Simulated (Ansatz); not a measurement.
The system is NbTe.

```
Te Nb
1.0
     3.70297    0.00000    0.00000
    -1.85149    3.20687    0.00000
     0.00000    0.00000    3.69421
Te Nb
1 1
Direct
  0.66667 0.33333 0.00000
  0.00000 0.00000 0.50000
```

The cell comes from a database or a generator and needn't be the stable form of this composition.

| Quantity | Value |
| --- | --- |
| Program | Ansatz 0.2.0 |
| Task | relaxation of cell and atoms |
| Functional | PBEsol |
| Dispersion | D4 |
| Potentials or basis | Ansatz PAW |
| Cutoff | 420 eV (not typed: the program's choice for these potentials) |
| k mesh | 8 × 8 × 7 |
| Occupations | fermi-dirac, width 0.05 eV |
| Spin | no spin polarisation |

At the start: volume 21.93 Å³/atom.

**Question.** Where does the relaxation end?

**Answer.** It ends after 5 steps and the volume is 20.63 Å³/atom (-5.9 %); space group P-6m2 (No. 187, to 0.05 Å).

The path:
| step | energy change (eV) | largest force (eV/Å) | volume (Å³) |
| --- | --- | --- | --- |
| 1 | 0.0000 | 0.0000 | 43.87 |
| 2 | -0.0601 | 0.0000 | 41.65 |
| 3 | -0.0619 | 0.0000 | 41.21 |
| 4 | -0.0619 | 0.0000 | 41.26 |
| 5 | -0.0614 | 0.0000 | 41.26 |

Final structure:
```yaml
crystal:
  lattice:
    - [3.60605, 0.00000, 0.00000]
    - [-1.80302, 3.12293, 0.00000]
    - [0.00000, 0.00000, 3.66418]
  atoms:
    - { symbol: Te, position: [0.66667, 0.33333, 0.00000] }
    - { symbol: Nb, position: [0.00000, 0.00000, 0.50000] }
```

Caveat: the plane-wave basis is chosen anew once the cell has moved, so the energies of steps on either side of that aren't comparable; pairwise dispersion overbinds metals, which lowers pressure and volume; the PAW data sets come from PBE, with cores solved anew for the run's functional, which leaves a small shift of forces and pressure.
